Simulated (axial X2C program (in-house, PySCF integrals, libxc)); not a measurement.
# Linear FRuF⁻ at several levels

How do method and spin–orbit coupling move the bonds and stretches of FRuF⁻, held linear?

Program: an in-house X2C program for linear molecules on PySCF integrals. Level of theory: all-electron X2C, two-component (2c) or spin-free, F dyall-av3z, Ru dyall-v3z. These are calculated values, not measurements.

All values are calculated.

2 further runs of the same task are left out: 2 set aside as unsound or not needed.

### 1 Set-up

The input, task.json:

```json
{"zs": [9, 44, 9], "q": -1, "bas": ["dyall-av3z", "dyall-v3z", "dyall-av3z"], "r0": [1.89, 1.89], "symm": 1, "scan": ["PBE0", "HF", "BHandHLYP"], "levels": ["PBE0", "HF", "r2SCAN"], "nst": 2}
```

Keys: zs atomic numbers; q charge; bas basis sets; r0 starting distance in Å; symm equal bonds; scan levels of the two-bond scan (MP2 follows by itself at each HF point); levels methods; nst determinants followed.

On the command line:

```console
$ python solin.py task.json out
```

Masses F 18.998, Ru 101.904, F 18.998 u.

### 2 Scan at PBE0, 2c

State: Ω = 7/2 (beyond evenly filled blocks: ω = -1/2, ω = 3/2, ω = 5/2). Energies above the lowest point, from the job's result record:

| r(F–Ru) (Å) | r(Ru–F) (Å) | E (meV) |
| --- | --- | --- |
| 1.8808 | 1.8808 | 48.12 |
| 1.8808 | 1.9290 | 23.38 |
| 1.8808 | 1.9772 | 39.66 |
| 1.9290 | 1.8808 | 23.38 |
| 1.9290 | 1.9290 | 0.00 |
| 1.9290 | 1.9772 | 17.21 |
| 1.9290 | 2.0255 | 65.33 |
| 1.9772 | 1.8808 | 39.66 |
| 1.9772 | 1.9290 | 17.21 |
| 1.9772 | 1.9772 | 34.99 |
| 2.0255 | 1.9290 | 65.33 |
| 2.0255 | 2.0255 | 131.93 |

A quadratic surface with cubic terms in each bond gives the minimum at 1.931 and 1.931 Å, force constants 2.76, 2.76 and coupling 0.04 mdyn/Å.

### 3 Scan at HF, 2c

State: Ω = 7/2 (beyond evenly filled blocks: ω = -1/2, ω = 3/2, ω = 5/2). Energies above the lowest point, from the job's result record:

| r(F–Ru) (Å) | r(Ru–F) (Å) | E (meV) |
| --- | --- | --- |
| 1.8808 | 1.8808 | 143.75 |
| 1.8808 | 1.9290 | 85.96 |
| 1.8808 | 1.9772 | 73.15 |
| 1.9290 | 1.8808 | 85.96 |
| 1.9290 | 1.9290 | 27.75 |
| 1.9290 | 1.9772 | 14.28 |
| 1.9290 | 2.0255 | 35.40 |
| 1.9772 | 1.8808 | 73.15 |
| 1.9772 | 1.9290 | 14.28 |
| 1.9772 | 1.9772 | 0.00 |
| 2.0255 | 1.9290 | 35.40 |
| 2.0255 | 2.0255 | 39.44 |

A quadratic surface with cubic terms in each bond gives the minimum at 1.971 and 1.971 Å, force constants 2.47, 2.47 and coupling -0.05 mdyn/Å.

### 4 Scan at BHandHLYP, 2c

State: Ω = 7/2 (beyond evenly filled blocks: ω = -1/2, ω = 3/2, ω = 5/2). Energies above the lowest point, from the job's result record:

| r(F–Ru) (Å) | r(Ru–F) (Å) | E (meV) |
| --- | --- | --- |
| 1.8808 | 1.8808 | 68.56 |
| 1.8808 | 1.9290 | 33.88 |
| 1.8808 | 1.9772 | 41.84 |
| 1.9290 | 1.8808 | 33.88 |
| 1.9290 | 1.9290 | 0.00 |
| 1.9290 | 1.9772 | 8.38 |
| 1.9290 | 2.0255 | 49.15 |
| 1.9772 | 1.8808 | 41.84 |
| 1.9772 | 1.9290 | 8.38 |
| 1.9772 | 1.9772 | 16.86 |
| 2.0255 | 1.9290 | 49.15 |
| 2.0255 | 2.0255 | 97.72 |

A quadratic surface with cubic terms in each bond gives the minimum at 1.942 and 1.942 Å, force constants 2.71, 2.71 and coupling 0.01 mdyn/Å.

### 5 The levels side by side

| level | r(F–Ru) (Å) | r(Ru–F) (Å) | lower stretch (cm⁻¹) | upper stretch (cm⁻¹) |
| --- | --- | --- | --- | --- |
| PBE0, 2c | 1.931 | 1.931 | 500.2 | 577.2 |
| HF, 2c | 1.971 | 1.971 | 464.9 | 556.7 |
| BHandHLYP, 2c | 1.942 | 1.942 | 493.3 | 576.1 |
| MP2, 2c | 1.943 | 1.943 | 485.5 | 565.5 |
| PBE0, spin-free | 1.930 | 1.930 | 500.8 | 578.1 |
| HF, spin-free | 1.970 | 1.970 | 465.7 | 558.2 |
| BHandHLYP, spin-free | 1.941 | 1.941 | 494.3 | 577.4 |
| MP2, spin-free | 1.941 | 1.941 | 487.9 | 567.1 |

Scans not shown above were run alike.

**Reading.** Over the levels the F–Ru bond spans 1.930 to 1.971 Å and the Ru–F bond 1.930 to 1.971 Å. At PBE0 spin–orbit coupling leaves both bonds unchanged to 0.001 Å. Each state is one determinant, the lowest of a limited PBE0 search; the stretches come from a fit to few points and are good to some per cent at best. MP2 freezes inner shells (threshold -2 hartree). For an anion the highest level of a functional can be positive, and the basis then holds the extra electron. The molecule was held linear; bending was not examined, so a bent shape may lie lower. Note: functional without a current term on a determinant with orbital currents, of the molecule or an atom. Note: several unpaired electrons, one determinant need not be a pure state.
